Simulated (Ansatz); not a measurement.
# Li2YCu: the cost of one run

All numbers below are computed with Ansatz 0.2.0 (DFT PBE, scalar-relativistic, plane waves, PAW).

## 1. The starting structure

The cell holds 16 atoms (Cu4Li8Y4): a = 7.156 Å, b = 6.687 Å, c = 6.995 Å, α = 89.47°, β = 89.46°, γ = 88.12°.

8 Li, 4 Y, 4 Cu were thrown into a skewed cell at random, at 0.96 times a reference volume of the solid, and pushed apart as soft spheres.

Coordinates:

```
CELL_PARAMETERS angstrom
7.15523 0.11351 0.03336
0.11351 6.68570 0.03140
0.03336 0.03140 6.99446
ATOMIC_POSITIONS crystal
Li 0.74778 0.42666 0.64537
Li 0.47988 0.68498 0.25008
Li 0.81612 0.55996 0.30987
Li 0.21502 0.40329 0.18995
Li 0.69330 0.39272 0.01106
Li 0.83241 0.10147 0.81895
Li 0.53752 0.73707 0.60784
Li 0.40815 0.40932 0.49293
Y 0.08653 0.87908 0.12975
Y 0.09647 0.79021 0.60023
Y 0.38816 0.11122 0.84503
Y 0.70496 0.07589 0.34801
Cu 0.06628 0.28889 0.51149
Cu 0.69875 0.76869 0.93655
Cu 0.37887 0.58657 0.90870
Cu 0.03056 0.41247 0.87432
```

## 2. Dynamics at 1470 K

The cutoff is lowered while the worst contacts of the packing are taken out. One k point, a Fermi-Dirac width of 0.127 eV and a fixed cell.

Contents of input.yaml:

```yaml
crystal:
  lattice:
    - [7.155228, 0.113509, 0.033364]
    - [0.113509, 6.685703, 0.0314]
    - [0.033364, 0.0314, 6.99446]
  atoms:
    - { symbol: Li, position: [0.7477751279, 0.426662925, 0.6453660494] }
    - { symbol: Li, position: [0.4798822055, 0.6849756427, 0.2500793454] }
    - { symbol: Li, position: [0.8161222924, 0.5599605347, 0.3098698245] }
    - { symbol: Li, position: [0.2150193293, 0.4032865872, 0.189949801] }
    - { symbol: Li, position: [0.6933026787, 0.3927165149, 0.0110643356] }
    - { symbol: Li, position: [0.8324104584, 0.1014676603, 0.8189460713] }
    - { symbol: Li, position: [0.5375243698, 0.7370698158, 0.6078367706] }
    - { symbol: Li, position: [0.4081475357, 0.4093203358, 0.4929326823] }
    - { symbol: "Y", position: [0.0865296659, 0.87907868, 0.1297456999] }
    - { symbol: "Y", position: [0.096473195, 0.7902111202, 0.6002256636] }
    - { symbol: "Y", position: [0.3881599529, 0.1112178881, 0.8450279883] }
    - { symbol: "Y", position: [0.7049569301, 0.0758936243, 0.3480122203] }
    - { symbol: Cu, position: [0.0662773981, 0.2888905255, 0.5114909495] }
    - { symbol: Cu, position: [0.6987472736, 0.7686867067, 0.9365467456] }
    - { symbol: Cu, position: [0.3788711771, 0.5865730341, 0.9087041894] }
    - { symbol: Cu, position: [0.0305595747, 0.4124721591, 0.8743231692] }
  symmetry: { detect: false }
basis:
  ecutwfc: 320
  xc_grid: 1
kpoints:
  mp_grid: { grid: [1, 1, 1], shift: [0.25, 0.25, 0.25] }
hamiltonian:
  xc: pbe
scf:
  occupations: { method: fermi_dirac, width: 0.1267 }
  lower_state_search: "off"
  convergence: { dr2_threshold: 1.0e-05 }
output:
  forces: true
  stress: true
md:
  timestep: 1.5
  n_steps: 24
  ensemble: nvt_langevin
  friction: 0.03
  temperature: 1470.0
  initial_velocities: maxwell_boltzmann
  seed: 61711
```

Command:

```
ansatz run input.yaml --threads 2 --pin off --max-ram 5120MiB --backend cpu --events-out ev --progress --plain --runs-dir out
```

What time and memory should one allow on 2 threads of Arm Neoverse V1, shared host?

About 30 s, with a peak of 0.43 GiB.
